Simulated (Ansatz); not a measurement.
# FeO: the cost of one run

Method: DFT r²SCAN+U (U_eff = 2 eV on Fe d), plane waves, PAW, in Ansatz 0.2.0.

**1. The structure to begin with**

Symmetry: R-3m, No. 166, trigonal system. Conventional cell: a = 3.035 Å, b = 3.035 Å, c = 7.547 Å, α = 90.00°, β = 90.00°, γ = 120.00°. Fe (site symmetry -3m) is surrounded by 6 O at 2.16 Å. Around O (site symmetry -3m) lie 6 Fe at 2.16 Å.

Coordinates:

```cif
data_structure
_symmetry_space_group_name_H-M 'R-3m:H'
_symmetry_Int_Tables_number 166
_cell_length_a 3.0354
_cell_length_b 3.0354
_cell_length_c 7.5474
_cell_angle_alpha 90.000
_cell_angle_beta 90.000
_cell_angle_gamma 120.000
_cell_volume 60.22
loop_
_atom_site_label
_atom_site_type_symbol
_atom_site_symmetry_multiplicity
_atom_site_Wyckoff_symbol
_atom_site_fract_x
_atom_site_fract_y
_atom_site_fract_z
_atom_site_occupancy
Fe1 Fe 3 a 0.00000 0.00000 0.00000 1
O1 O 3 b 0.66667 0.33333 0.83333 1
```

An earlier series on this cell reached its lowest free state from «ferromagnetic start, free, default search», perhaps among other starts.

**2. No spin polarisation**

Input file input.yaml:

```yaml
crystal:
  lattice:
    - [1.51768211, 0.87623418, 2.51579458]
    - [-1.51768211, 0.87623418, 2.51579458]
    - [0.0, -1.75246835, 2.51579458]
  atoms:
    - { symbol: Fe, position: [0.0, 0.0, 0.0] }
    - { symbol: O, position: [0.5, 0.5, 0.5] }
basis:
  ecutwfc: 500
  ecutrho_ratio: 4
kpoints:
  mp_grid: { grid: [8, 8, 8] }
hamiltonian:
  xc: r2scan
  hubbard: { sites: [{ site: 0, l: d, u_eff: 2.0 }] }
scf:
  occupations: { method: gaussian, width: 0.05 }
  lower_state_search: "off"
  max_iter: 150
output:
  forces: true
  stress: true
  eigenvalues: true
  populations: true
  hubbard: { sites: [{ site: 0, l: d }] }
```

Launch:

```
$ ansatz run input.yaml --threads 2 --pin off --max-ram 3072MiB --backend cpu --events-out ev --progress --plain --runs-dir out
```

Q: Estimate wall time and peak memory on 2 threads of Intel Xeon Platinum 8375C at 2.90GHz (Ice Lake), shared host.

About 6 s, with a peak of 0.4 GiB.
